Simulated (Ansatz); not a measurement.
NaSrHfNbO₆, space group F-43m, a band structure

With the Ansatz DFT code, driven from Python.

Typed at the interpreter:
```pycon
>>> import ansatz
>>> import matplotlib.pyplot as plt
>>> import numpy as np
>>> from pymatgen.core import Structure
>>> from pymatgen.core import Lattice, Structure
>>> from pymatgen.io.ase import AseAtomsAdaptor
>>> ECUT = 550
>>> K_LENGTH = 16
>>> OCCUPATIONS = "fixed"
>>> SCF_TOL = 1e-07
>>> N_EMPTY = 10
>>> pmg_structure = Structure(
...     Lattice([[0.0, 4.080883, 4.080883], [4.080883, 0.0, 4.080883], [4.080883, 4.080883, 0.0]]),
...     ["Na", "Sr", "Hf", "Nb", "O", "O", "O", "O", "O", "O"],
...     [
...         [0.75, 0.75, 0.75],
...         [0.25, 0.25, 0.25],
...         [0.0, 0.0, 0.0],
...         [0.5, 0.5, 0.5],
...         [0.746291, 0.253709, 0.253709],
...         [0.253709, 0.746291, 0.746291],
...         [0.746291, 0.746291, 0.253709],
...         [0.253709, 0.253709, 0.746291],
...         [0.253709, 0.746291, 0.253709],
...         [0.746291, 0.253709, 0.746291],
...     ],
... )
>>> structure = ansatz.Crystal.from_ase(AseAtomsAdaptor.get_atoms(pmg_structure))
>>> structure.resolved().tree()["lattice"]
((0.0, 4.080883, 4.080883), (4.080883, 0.0, 4.080883), (4.080883, 4.080883, 0.0))
>>> # high-symmetry points in fractions of the reciprocal vectors
>>> path = [
...     ("K", (-0.375, 0.0, 0.375)),
...     ("G", (0.0, 0.0, 0.0)),
...     ("L", (0.0, 0.0, 0.5)),
...     ("W", (-0.5, -0.25, 0.25)),
...     ("X", (-0.5, -0.5, 0.0)),
... ]
>>> calc = (
...     structure.calculation()
...     .functional(ansatz.Functional.PBE)
...     .basis(ECUT)
...     .kpoints(length=K_LENGTH)
...     .occupations(OCCUPATIONS)
...     .scf(tolerance=SCF_TOL)
...     .band_structure([point for _, point in path], intervals=10)
...     .scf(extra_bands=N_EMPTY)
...     .band_table()
... )
>>> planned = calc.session().plan(threads=1)
>>> facts = planned.describe()
>>> print("plan:", facts["n_bands"], "bands,", len(facts["kpoints_frac"]), "k-points, plane waves", facts["n_pw_range"], "grid", facts["fft_dense"])
plan: 57 bands, 4 k-points, plane waves [3943, 3992] grid [45, 45, 45]
>>> out = planned.execute()

>>> r = out.report
>>> r["n_electrons"]
94.0
>>> type(out).__name__, type(r).__name__
('RunOutcome', 'dict')
>>> r["converged"], r["free_energy_ev"]
(True, -28723.066501023786)
>>> for key in ("converged", "n_iterations", "n_electrons", "n_kpoints", "n_pw", "n_symmetry_ops", "free_energy_ev", "fermi_energy_ev"):
...     print(f"{key:18s} {r[key]}")
...
converged          True
n_iterations       8
n_electrons        94.0
n_kpoints          4
n_pw               3943
n_symmetry_ops     24
free_energy_ev     -28723.066501023786
fermi_energy_ev    8.835908988083592
>>> final = Structure(out.lattice.cell_ang, [s.symbol for s in out.lattice.sites], [s.position_frac for s in out.lattice.sites])
>>> # count neighbours out to a fixed multiple of the shortest distance
>>> for index, (site, neighbours) in enumerate(zip(final, final.get_all_neighbors(5.5))):
...     first = min(n.nn_distance for n in neighbours)
...     shell = [n for n in neighbours if n.nn_distance < 1.2 * first]
...     mean = sum(n.nn_distance for n in shell) / len(shell)
...     print(f"atom {index} {site.specie.symbol}: {len(shell)} neighbours within 1.2 of the shortest distance, mean {mean:.3f} A")
...
atom 0 Na: 12 neighbours within 1.2 of the shortest distance, mean 2.886 A
atom 1 Sr: 12 neighbours within 1.2 of the shortest distance, mean 2.886 A
atom 2 Hf: 6 neighbours within 1.2 of the shortest distance, mean 2.071 A
atom 3 Nb: 6 neighbours within 1.2 of the shortest distance, mean 2.010 A
atom 4 O: 2 neighbours within 1.2 of the shortest distance, mean 2.040 A
atom 5 O: 2 neighbours within 1.2 of the shortest distance, mean 2.040 A
atom 6 O: 2 neighbours within 1.2 of the shortest distance, mean 2.040 A
atom 7 O: 2 neighbours within 1.2 of the shortest distance, mean 2.040 A
atom 8 O: 2 neighbours within 1.2 of the shortest distance, mean 2.040 A
atom 9 O: 2 neighbours within 1.2 of the shortest distance, mean 2.040 A
>>> print("band  energy (eV)  occupation, at k =", r["kpoints_frac"][0])
band  energy (eV)  occupation, at k = [0.0, 0.0, 0.0]
>>> for band, (e, occ) in enumerate(zip(r["eigenvalues_ev"][0], r["occupations"][0]), start=1):
...     print(f"{band:4d} {e:12.4f} {occ:9.4f}")
...
   1     -51.1935    2.0000
   2     -46.0025    2.0000
   3     -41.3628    2.0000
   4     -24.4628    2.0000
   5     -22.1298    2.0000
   6     -22.1298    2.0000
   7     -22.1298    2.0000
   8     -20.0625    2.0000
   9     -20.0625    2.0000
  10     -20.0625    2.0000
  11     -13.2760    2.0000
  12     -13.2760    2.0000
  13     -13.2760    2.0000
  14      -8.2321    2.0000
  15      -7.6501    2.0000
  16      -7.6501    2.0000
  17      -6.8126    2.0000
  18      -6.8126    2.0000
  19      -6.8126    2.0000
  20      -6.5154    2.0000
  21      -6.5154    2.0000
  22      -6.5154    2.0000
  23      -1.0321    2.0000
  24      -1.0261    2.0000
  25      -1.0261    2.0000
  26      -1.0261    2.0000
  27      -1.0098    2.0000
  28      -1.0098    2.0000
  29      -1.0098    2.0000
  30       4.2206    2.0000
  31       4.2206    2.0000
  32       4.3715    2.0000
  33       4.9124    2.0000
  34       4.9124    2.0000
  35       4.9124    2.0000
  36       6.5892    2.0000
  37       6.5892    2.0000
  38       6.5892    2.0000
  39       7.8124    2.0000
  40       7.8124    2.0000
  41       7.8124    2.0000
  42       8.3191    2.0000
  43       8.3191    2.0000
  44       8.3191    2.0000
  45       8.8359    2.0000
  46       8.8359    2.0000
  47       8.8359    2.0000
  48      11.2833    0.0000
  49      11.2833    0.0000
  50      11.2833    0.0000
  51      13.4091    0.0000
  52      15.1504    0.0000
  53      15.1504    0.0000
  54      15.3813    0.0000
  55      15.3813    0.0000
  56      15.3813    0.0000
  57      15.5560    0.0000
>>> bands = out.band_structure()
>>> fermi = bands.fermi_energy_ev
>>> print(f"zero of the bands: {fermi:.3f} eV, the Fermi level found on the SCF mesh")
zero of the bands: 8.836 eV, the Fermi level found on the SCF mesh
>>> reciprocal = 2 * np.pi * np.linalg.inv(out.lattice.cell_ang).T
>>> steps = np.linalg.norm(np.diff(bands.kpoints_frac @ reciprocal, axis=0), axis=1)
>>> distance = np.concatenate([[0], np.cumsum(steps)])
>>> fig, ax = plt.subplots(figsize=(5, 4))
>>> for channel, colour in zip(bands.channels, ("C0", "C3")):
...     ax.plot(distance, channel.eigenvalues_ev - fermi, colour, lw=1)
...
[<matplotlib.lines.Line2D object at 0x...>, <matplotlib.lines.Line2D object at 0x...>, <matplotlib.lines.Line2D object at 0x...>, <matplotlib.lines.Line2D object at 0x...>, <matplotlib.lines.Line2D object at 0x...>, <matplotlib.lines.Line2D object at 0x...>, <matplotlib.lines.Line2D object at [...]
>>> ax.set_xticks(distance[::10], [label for label, _ in path])
[<matplotlib.axis.XTick object at 0x...>, <matplotlib.axis.XTick object at 0x...>, <matplotlib.axis.XTick object at 0x...>, <matplotlib.axis.XTick object at 0x...>, <matplotlib.axis.XTick object at 0x...>]
>>> ax.set(ylim=(-4, 4), ylabel="E - E_F (eV)", xlim=(0, distance[-1]))
[(-4.0, 4.0), Text(0, 0.5, 'E - E_F (eV)'), (0.0, 2.4124923566405085)]
>>> ax.grid(axis="x")
>>> fig.savefig("bands.png", dpi=100)
>>> first = bands.channels[0].eigenvalues_ev - fermi
>>> near = np.argsort(np.abs(first.mean(axis=0)))[:4]
>>> for band in sorted(near):
...     print(f"band {band + 1}: {first[:, band].min():.3f} to {first[:, band].max():.3f} eV")
...
band 44: -1.248 to -0.517 eV
band 45: -1.079 to 0.000 eV
band 46: -0.915 to 0.000 eV
band 47: -0.394 to 0.000 eV
```

Notes:
- Total energies depend on the potentials; only differences at equal settings carry meaning. A total without «per atom» is that of the cell as typed.
- Spin is left out of this run.
- Under fixed occupations the level called the Fermi level is the highest filled one on the SCF mesh; off the mesh a filled band can lie a little above it.
- Energy and stress may still move on a finer k-point mesh.
- An absolute Fermi energy rests on an arbitrary zero of the periodic potential and has no direct meaning.
- The structure comes from a database of computed cells and needn't be a stable or known phase.
- Levels are Kohn-Sham eigenvalues on this mesh, without spin-orbit coupling.
- Timing: 29 s on 1 thread of Arm Neoverse V1, with other jobs on the host, peak memory 0.7 GiB.

(Lines on the test bed's own set-up are left out of the output.)
